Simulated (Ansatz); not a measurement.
# CO2: the cost of one run

Program: Ansatz 0.2.0. Level of theory: DFT r2SCAN, scalar-relativistic, plane waves, PAW. These are calculated values, not measurements.

1 further run of the same task is left out (set aside as unsound or not needed).

## (1) Starting point

It takes space group I-42d (No. 122, tetragonal). The conventional cell has a = 3.909 Å, b = 3.909 Å, c = 5.935 Å, α = 90.00°, β = 90.00°, γ = 90.00°. Around C (site symmetry -4) lie 4 O at 1.39 Å. Around O (site symmetry 2) lie 2 C at 1.39 Å.

As a file:

```
C O
1.0
    -1.95459    1.95459    2.96725
     1.95459   -1.95459    2.96725
     1.95459    1.95459   -2.96725
C O
2 4
Direct
  0.75000 0.25000 0.50000
  0.00000 0.00000 0.00000
  0.70761 0.12500 0.08261
  0.04239 0.62500 0.91739
  0.37500 0.29239 0.41739
  0.87500 0.95761 0.58261
```

It goes back to an entry of the Materials Project, which need not be the stable form.

It is the result of an earlier relaxation at this level (volume 7.56 Å³/atom; gap on the mesh: 8.60 eV).

## (2) Electronic structure at the relaxed geometry

input.yaml

```yaml
crystal:
  lattice:
    - [-1.9545934912, 1.9545934912, 2.9672543346]
    - [1.9545934912, -1.9545934912, 2.9672543346]
    - [1.9545934912, 1.9545934912, -2.9672543346]
  atoms:
    - { symbol: C, position: [0.75, 0.25, 0.5] }
    - { symbol: C, position: [0.0, 0.0, 0.0] }
    - { symbol: O, position: [0.7076107859, 0.125, 0.0826107859] }
    - { symbol: O, position: [0.0423892141, 0.625, 0.9173892141] }
    - { symbol: O, position: [0.375, 0.2923892141, 0.4173892141] }
    - { symbol: O, position: [0.875, 0.9576107859, 0.5826107859] }
basis:
  ecutwfc: 500
kpoints:
  mp_grid: { grid: [8, 8, 8] }
  band_path:
    path:
      - [[0.0, 0.0, 0.0], [0.0, 0.0, 0.5], [0.25, 0.25, 0.25], [0.0, 0.5, 0.0], [0.0, 0.0, 0.0], [0.5, 0.5, -0.5], [0.35847842, 0.64152158, -0.35847842]]
      - [[-0.35847842, 0.35847842, 0.35847842], [0.0, 0.0, 0.0]]
      - [[0.0, 0.0, 0.5], [-0.21695684, 0.21695684, 0.5]]
      - [[0.5, 0.5, -0.21695684], [0.5, 0.5, -0.5]]
    npoints: 14
hamiltonian:
  xc: r2scan
scf:
  occupations: { method: gaussian, width: 0.02 }
  n_extra_bands: 15
output:
  forces: true
  stress: true
  eigenvalues: true
  populations: true
  dos: { projected: true, de: 0.02, nscf_kmesh: { grid: [12, 12, 12] } }
  bader: true
  write_density: true
  write_potential: true
  elf: true
  volumetric_format: npy
```

Run with:

```bash
> ansatz run input.yaml --threads 2 --pin off --max-ram 5120MiB --backend cpu --events-out ev --progress --plain --runs-dir out
```

What time and memory should one allow on 2 threads of Oxide Virtual Turin-like (Zen 5), shared host?

About 65 s, with a peak of 0.54 GiB.
